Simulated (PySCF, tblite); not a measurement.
**C₇H₁₀OSi: geometry, infrared bands and NMR shifts**

What infrared bands and NMR shifts should C₇H₁₀OSi (`C=C([SiH2]C)c1ccoc1`) show?

Computed with tblite 0.8.0 and PySCF 2.14.0, with density-fitted response routines of our own, on a single molecule in the gas phase. Atoms count from 0, in the outputs and in this text.

## (1) Starting geometry

19 atoms, charge 0, multiplicity 1; geometry from: force field or distance geometry start.

Bonds of the start (Å): C0–C1 1.32, C1–Si2 1.83, Si2–C3 1.83, C1–C4 1.47, C4–C5 1.38, C5–C6 1.39, C6–O7 1.30, O7–C8 1.31, C8–C4 1.40, C0–H9 1.05, C0–H10 1.09, Si2–H11 1.49, Si2–H12 1.50, C3–H13 1.12, C3–H14 1.11, C3–H15 1.13, C5–H16 1.06, C6–H17 1.10, C8–H18 1.10.

## (2) Relaxing the molecule with GFN2-xTB

The job: settings as JSON, then the geometry in Å.

```
{"job": {"kind": "relax", "xc": "GFN2-xTB", "basis": "xTB"}, "charge": 0, "multiplicity": 1}
C      0.128500     2.279000    -0.547600
C     -0.093600     0.981500    -0.462100
Si    -1.759800     0.311500    -0.796600
C     -2.289500    -1.053100     0.294700
C      1.039000     0.131900    -0.066700
C      1.079600    -1.241800     0.089000
C      2.385800    -1.557000     0.450300
O      3.083100    -0.457900     0.508600
C      2.336300     0.570900     0.201700
H      1.041000     2.768500    -0.364800
H     -0.734100     2.885400    -0.830300
H     -1.804200    -0.055100    -2.236000
H     -2.758900     1.419200    -0.618900
H     -3.406100    -1.041500     0.428400
H     -2.099400    -2.035800    -0.194100
H     -1.873000    -1.005400     1.343200
H      0.297000    -1.944000    -0.023700
H      2.769600    -2.568800     0.663700
H      2.648900     1.621700     0.169000
```

On the command line:

```console
OMP_NUM_THREADS=1 python probes_run.py task.json out
```

This one command runs all jobs of the session in turn.

**Question.** This job is followed by: GFN2-xTB harmonic vibrations, gas phase; GIAO PBE0/pcSseg-1 NMR shielding, non-relativistic, gas phase. Predict these results of the whole session: strongest single infrared mode (GFN2-xTB); zero-point energy (GFN2-xTB); 13C shifts against TMS (PBE0/pcSseg-1); 1H shifts against TMS (PBE0/pcSseg-1, means over atoms taken as alike); 29Si shifts against TMS (PBE0/pcSseg-1); 17O shifts against H2O (PBE0/pcSseg-1).

As calculated:

| quantity | value |
| --- | --- |
| strongest single infrared mode (GFN2-xTB) | 2189 cm⁻¹, 357 km/mol |
| zero-point energy (GFN2-xTB) | 90.1 kcal/mol |
| 13C shifts against TMS (PBE0/pcSseg-1) | 148.1, 144.9, 142.6, 134.9, 132.3, 117.5, -6.0 ppm |
| 1H shifts against TMS (PBE0/pcSseg-1, means over atoms taken as alike) | 7.81, 7.49, 6.71, 6.45, 5.90, 4.64, 0.26 ppm |
| 29Si shifts against TMS (PBE0/pcSseg-1) | -41.1 ppm |
| 17O shifts against H2O (PBE0/pcSseg-1) | 300.3 ppm |

Over 146 steps the energy fell by 0.615 eV; of the close pairs, Si2–C3 changed most, 1.826 to 1.899 Å. No mode is imaginary among the 51: a minimum at this level. The strongest single mode, at 2189 cm⁻¹, moves mainly H11. GFN2-xTB is a fitted tight-binding method: band positions and strengths are rough. Its intensities can rank the bands wrongly. At PBE0/pcSseg-1: The largest span, 372 ppm, is at O7, where the paramagnetic term is -364 ppm. NICS(1)zz of -26 ppm above the planar ring from C4 marks a diatropic (aromatic) ring current.
